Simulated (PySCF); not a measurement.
**WH2O4 (tungstic acid): levels of theory compared**

We compute a comparison of 6 runs (HF/def2-SVP, HF/def2-SVPD, PBE0/def2-SVP, B3LYP/def2-SVPD, B2PLYP/def2-TZVP, PBE/def2-TZVP) of WH2O4 (tungstic acid). Input form: a Python script.

Program for the calculation: PySCF 2.14.0.

1 further run of the same task is left out (set aside as unsound or not needed).

## Step 1: Starting point

WH2O4: 7 atoms, total charge 0, spin state singlet. As SMILES, `[O]=[W](=[O])([OH])[OH]`. Geometry: relaxed at PBE0-D4/def2-TZVP. This is one conformer, not always the lowest.

Bond lengths: O1–W2 1.704 Å, W2–O3 1.704 Å, W2–O4 1.881 Å, W2–O5 1.881 Å, O4–H6 0.960 Å, O5–H7 0.960 Å. Angles: O1–W2–O3 108.9°, O1–W2–O4 109.9°, O1–W2–O5 108.7°, O3–W2–O4 108.7°, O3–W2–O5 109.9°, O4–W2–O5 110.7°, W2–O4–H6 125.0°, W2–O5–H7 125.0°.

## Step 2: Energy and gradient at HF/def2-SVP (core potential) (run 1)

The input, input.xyz:

```xyz
7
H2O4W
O     -1.405490     1.320440     0.101460
W     -0.074460     0.262990     0.223380
O      0.838560     0.682730     1.599940
O     -0.678990    -1.507810     0.417510
O      0.980910     0.441080    -1.323670
H     -1.588940    -1.793310     0.309900
H      1.928400     0.593870    -1.328530
```

The input, run.py:

```python
# [O]=[W](=[O])([OH])[OH]
import pyscf.grad
from pyscf import gto

mol = gto.M(
    atom='input.xyz',
    basis='def2-svp',
    ecp={'W': 'def2-svp'},
    verbose=4,
    max_memory=1860,
)

calc0 = mol.RHF()
calc0.conv_tol = 1e-10
calc0.kernel()
if not calc0.converged:
    calc0 = calc0.newton().run(calc0.mo_coeff, calc0.mo_occ)

e_final = calc0.e_tot
print('E(%s) = %.9f' % ('HF', e_final))
grad = calc0.Gradients().kernel()
calc0.analyze()
```

Started as:

```
$ OMP_NUM_THREADS=1 python run.py
```

Output:

```text
PySCF version 2.14.0

[... 98 lines left out ...]
MO #8   energy= -2.08677266665828  occ= 2
[... 17 lines left out ...]
MO #26  energy= 0.0808712008646306 occ= 0
[... 17 lines left out ...]
MO #44  energy= 0.940013501047934  occ= 0
[... 17 lines left out ...]
MO #62  energy= 1.49224369601976   occ= 0
[... 17 lines left out ...]
MO #80  energy= 3.00385922735617   occ= 0
[... 17 lines left out ...]
MO #98  energy= 575.96170562439    occ= 0
[... 108 lines left out ...]
Dipole moment(X, Y, Z, Debye):  0.71237, -2.51838, -2.13831
```

Wall time 8.7 s (1 thread of Arm Neoverse V2, shared host); peak memory 0.21 GiB.

## Step 3: Energy and gradient at HF/def2-SVPD (core potential) (run 2)

The input, geometry.xyz:

```xyz
7
H2O4W
O     -1.405490     1.320440     0.101460
W     -0.074460     0.262990     0.223380
O      0.838560     0.682730     1.599940
O     -0.678990    -1.507810     0.417510
O      0.980910     0.441080    -1.323670
H     -1.588940    -1.793310     0.309900
H      1.928400     0.593870    -1.328530
```

The input, input.py:

```python
from pyscf import gto

mol = gto.Mole()
mol.atom = 'geometry.xyz'
mol.ecp = {'W': 'def2-svp'}
mol.verbose = 4
mol.basis = 'def2-svpd'
mol.charge = 0
mol.max_memory = 1860
mol.build()

mf = mol.RHF()
mf.conv_tol = 1e-10
mf.kernel()
if not mf.converged:
    mf = mf.newton().run(mf.mo_coeff, mf.mo_occ)

energy = mf.e_tot
print('E = %.10f Eh' % energy)
grad = mf.nuc_grad_method().kernel()
mf.analyze()
```

Started as:

```
$ OMP_NUM_THREADS=1 python input.py
```

Output:

```text
PySCF version 2.14.0

[... 104 lines left out ...]
MO #14  energy= -0.75469075538905  occ= 2
[... 25 lines left out ...]
MO #40  energy= 0.242308624411341  occ= 0
[... 25 lines left out ...]
MO #66  energy= 0.607355176629616  occ= 0
[... 25 lines left out ...]
MO #92  energy= 1.37013786855582   occ= 0
[... 25 lines left out ...]
MO #118 energy= 2.33333456714124   occ= 0
[... 26 lines left out ...]
WARN: Weak orthogonality for localized orbitals 1.6113018456755992e-09
[... 154 lines left out ...]
Dipole moment(X, Y, Z, Debye):  0.70470, -2.49119, -2.11529
```

Wall time 22 s (1 thread of Arm Neoverse V2, shared host); peak memory 0.52 GiB.

Runs 3 to 5 aren't shown in full; the table further down has their settings and results.

## Step 4: Energy and forces at PBE/def2-TZVP (core potential) (run 6)

The input, run.py:

```python
# [O]=[W](=[O])([OH])[OH]
from pyscf import gto, dft

mol = gto.M(
    atom='''
O     -2.655991     2.495270     0.191732
W     -0.140709     0.496979     0.422127
O      1.584649     1.290173     3.023448
O     -1.283105    -2.849348     0.788980
O      1.853651     0.833520    -2.501374
H     -3.002661    -3.388865     0.585626
H      3.644148     1.122252    -2.510558
''',
    spin=0,
    unit='bohr',
    max_memory=1860,
    basis='def2-tzvp',
    ecp={'W': 'def2-svp'},
    verbose=4,
)

myscf = dft.RKS(mol)
myscf.xc = 'pbe'
myscf.grids.level = 5
myscf.conv_tol = 1e-10
myscf.kernel()
if not myscf.converged:
    myscf = myscf.newton().run(myscf.mo_coeff, myscf.mo_occ)

e_tot = myscf.e_tot
print('Final energy', e_tot)
grad = myscf.nuc_grad_method().kernel()
myscf.analyze()
```

Started as:

```
$ OMP_NUM_THREADS=1 python run.py
```

Output:

```text
PySCF version 2.14.0

[... 133 lines left out ...]
MO #21  energy= -0.315594189807859 occ= 2
[... 30 lines left out ...]
MO #52  energy= 0.563445199195299  occ= 0
[... 30 lines left out ...]
MO #83  energy= 1.56605899988313   occ= 0
[... 30 lines left out ...]
MO #114 energy= 3.17214482895027   occ= 0
[... 30 lines left out ...]
MO #145 energy= 5.32888527181952   occ= 0
[... 30 lines left out ...]
MO #176 energy= 583.582768072118   occ= 0
[... 186 lines left out ...]
Dipole moment(X, Y, Z, Debye):  0.60829, -2.15013, -1.82571
```

It took 1.8 min on 1 thread of Arm Neoverse V2, shared host; peak memory 2.4 GiB.

## Step 5: The series

| run | level | integration grid | task | energy (Eh) | dipole moment (D) | HOMO energy (eV) | LUMO energy (eV) | wall time |
| --- | --- | --- | --- | --- | --- | --- | --- | --- |
| 1 | HF/def2-SVP (core potential) | – | gradient | -366.879255 | 3.38 | -13.07 | 1.92 | 8.7 s |
| 2 | HF/def2-SVPD (core potential) | – | gradient | -366.910190 | 3.34 | -13.16 | 1.21 | 22 s |
| 3 | PBE0/def2-SVP (core potential) | 5 | gradient | -368.811310 | 3.01 | -8.88 | -1.47 | 37 s |
| 4 | B3LYP/def2-SVPD (core potential) | 5 | gradient | -369.197924 | 2.94 | -8.84 | -2.02 | 70 s |
| 5 | B2PLYP/def2-TZVP (core potential) | 5 | energy | -369.224459 | 3.13 | -10.47 | -0.28 | 71 s |
| 6 | PBE/def2-TZVP (core potential) | 5 | gradient | -369.292904 | 2.89 | -7.31 | -2.32 | 1.8 min |

## Step 6: What came out

| quantity | value |
| --- | --- |
| run 6: total energy | -369.29290 Eh |
| run 6: dipole moment | 2.89 D |
| run 6: HOMO energy | -7.31 eV |
| run 6: LUMO energy | -2.32 eV |
| run 6: HOMO–LUMO gap | 5.00 eV |
| run 6: largest force on an atom | 1.358 eV/Å |

**Reading.** The dipole moment (its size) runs from 2.89 D (PBE/def2-TZVP) to 3.38 D (HF/def2-SVP). The two ends differ in method and basis. The HOMO–LUMO gap runs from 5.00 eV (PBE/def2-TZVP) to 14.99 eV (HF/def2-SVP). Totals of different functionals can't be ranked against each other. All runs together took 5.3 min, the longest 1.8 min.
